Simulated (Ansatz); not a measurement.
# AlBr2HS: small, medium and large basis sets

An exercise on one series of results from a longer session: the logs are not shown, and one member is left open.

Computed with Ansatz 0.2.0, Gaussian basis. Level: one geometry, several basis sets.

The runs, in order: PBE0-D4/def2-SVP; ωB97M-V/def2-SVP; PBE0-D4/def2-QZVPP; ωB97M-V/def2-QZVPP; the functionals' def2-TZVPP values are taken from earlier runs.

## The geometry

The geometry comes from an earlier relaxation with PBE0-D4 in a triple-zeta def2 set; it is a stationary point.

SMILES `[SH][Al]([Br])[Br]`, 5 atoms, charge 0, spin multiplicity 1.

Atoms are counted from 1 here; the program's logs count them from 0.

Bond lengths: S1–Al2 2.160 Å, S1–H5 1.345 Å, Al2–Br3 2.234 Å, Al2–Br4 2.239 Å. Angles: Al2–S1–H5 92.2°, S1–Al2–Br3 118.7°, S1–Al2–Br4 121.0°, Br3–Al2–Br4 120.3°.

Geometry (Å):

```xyz
5
AlBr2HS
S     0.0192    1.7070    0.3072
Al    0.2354   -0.4358    0.1455
Br    1.7175   -1.4664    1.4624
Br   -0.9950   -1.6137   -1.3079
H    -0.9272    1.7353   -0.6487
```

Set-up of the first run:

in.yaml reads:

```yaml
crystal:
  periodic: [false, false, false]
  atoms:
    - {symbol: S, position_ang: [0.019163, 1.707036, 0.307201]}
    - {symbol: Al, position_ang: [0.235393, -0.435832, 0.145476]}
    - {symbol: Br, position_ang: [1.717506, -1.466370, 1.462411]}
    - {symbol: Br, position_ang: [-0.994964, -1.613734, -1.307918]}
    - {symbol: H, position_ang: [-0.927198, 1.735299, -0.648671]}
basis:
  gaussian: {orbitals: def2-SVP}
hamiltonian: {xc: pbe0, dispersion: d4}
output: {orbitals: {seedname: orbitals}}
```

The run is started by

```console
ansatz run in.yaml --threads 4 --pin off --events-out ev --progress --plain --max-ram 10444MiB
```

Steps of the session up to this table: PBE0-D4 in def2-SVP; ωB97M-V in def2-SVP; PBE0-D4 in def2-QZVPP; ωB97M-V in def2-QZVPP.

One table of the session follows, with a row left open; its other results are not shown here.

It belongs to the step «Functionals by basis». 

| functional | basis | HOMO (eV) |
| --- | --- | --- |
| PBE0-D4 | def2-SVP | -8.12 |
| PBE0-D4 | def2-TZVPP | -8.21 |
| PBE0-D4 | def2-QZVPP | -8.23 |
| ωB97M-V | def2-SVP | -10.25 |
| ωB97M-V | def2-TZVPP | ? |
| ωB97M-V | def2-QZVPP | -10.42 |

**Question.** Estimate the row for ωB97M-V, def2-TZVPP.

The run gave: HOMO (eV): -10.39. In the column «HOMO (eV)» it lies between ωB97M-V, def2-QZVPP (-10.42) and ωB97M-V, def2-SVP (-10.25).
